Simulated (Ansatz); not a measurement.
# CH₄AlNS: basis-set convergence

An exercise on one series of results from a longer session: the logs are not shown, and one member is left open.

Method: one geometry, several basis sets; program: Ansatz 0.2.0, Gaussian basis.

Levels to be run: PBE0-D4/def2-SVP; ωB97M-V/def2-SVP; PBE0-D4/def2-QZVPP; ωB97M-V/def2-QZVPP; the functionals' def2-TZVPP values are taken from earlier runs.

### The relaxed structure

An earlier PBE0-D4 in a triple-zeta def2 set relaxation fixed the geometry.

8 atoms, charge 0, spin multiplicity 1.

Atoms are counted from 1 here; the program's logs count them from 0.

Bond lengths: N1–C2 1.310 Å, N1–H5 1.006 Å, N1–H6 1.012 Å, C2–Al3 1.971 Å, C2–S4 1.685 Å, Al3–S4 2.348 Å, Al3–H7 1.585 Å, Al3–H8 1.585 Å. Angles: C2–N1–H5 120.4°, C2–N1–H6 122.0°, H5–N1–H6 117.6°, N1–C2–Al3 155.6°, N1–C2–S4 125.0°, Al3–C2–S4 79.5°, C2–Al3–S4 44.9°, C2–Al3–H7 116.6°, C2–Al3–H8 116.8°, S4–Al3–H7 115.1°, S4–Al3–H8 115.1°, H7–Al3–H8 123.5°, C2–S4–Al3 55.6°.

Set-up of the first run:

Input file in.yaml:

```yaml
crystal:
  periodic: [false, false, false]
  atoms:
    - {symbol: N, position_ang: [-0.412123, 1.551320, -0.290959]}
    - {symbol: C, position_ang: [-0.275004, 0.279356, -0.011223]}
    - {symbol: Al, position_ang: [0.703781, -1.420486, 0.177623]}
    - {symbol: S, position_ang: [-1.512021, -0.729355, 0.528970]}
    - {symbol: H, position_ang: [0.375957, 2.090319, -0.609221]}
    - {symbol: H, position_ang: [-1.299894, 2.028892, -0.197866]}
    - {symbol: H, position_ang: [1.567734, -1.600397, 1.494076]}
    - {symbol: H, position_ang: [0.943869, -2.256650, -1.147100]}
basis:
  gaussian: {orbitals: def2-SVP}
hamiltonian: {xc: pbe0, dispersion: d4}
output: {orbitals: {seedname: orbitals}}
```

Launch:

```
$ ansatz run in.yaml --threads 2 --pin off --events-out ev --progress --plain --max-ram 4352MiB
```

Steps of the session up to this table: PBE0-D4 in def2-SVP; ωB97M-V in def2-SVP; PBE0-D4 in def2-QZVPP; ωB97M-V in def2-QZVPP.

One of the session's tables, all rows but one given; the rest of the session is left out.

It belongs to the step «Density functionals: the series». 

```
functional       basis  HOMO (eV)
   PBE0-D4    def2-SVP      -7.11
   PBE0-D4  def2-TZVPP      -7.15
   PBE0-D4  def2-QZVPP          ?
   ωB97M-V    def2-SVP      -9.20
   ωB97M-V  def2-TZVPP      -9.29
   ωB97M-V  def2-QZVPP      -9.31
```

**Question.** Estimate the row for PBE0-D4, def2-QZVPP.

As computed: HOMO (eV): -7.18. In the column «HOMO (eV)» it lies between ωB97M-V, def2-SVP (-9.20) and PBE0-D4, def2-TZVPP (-7.15).
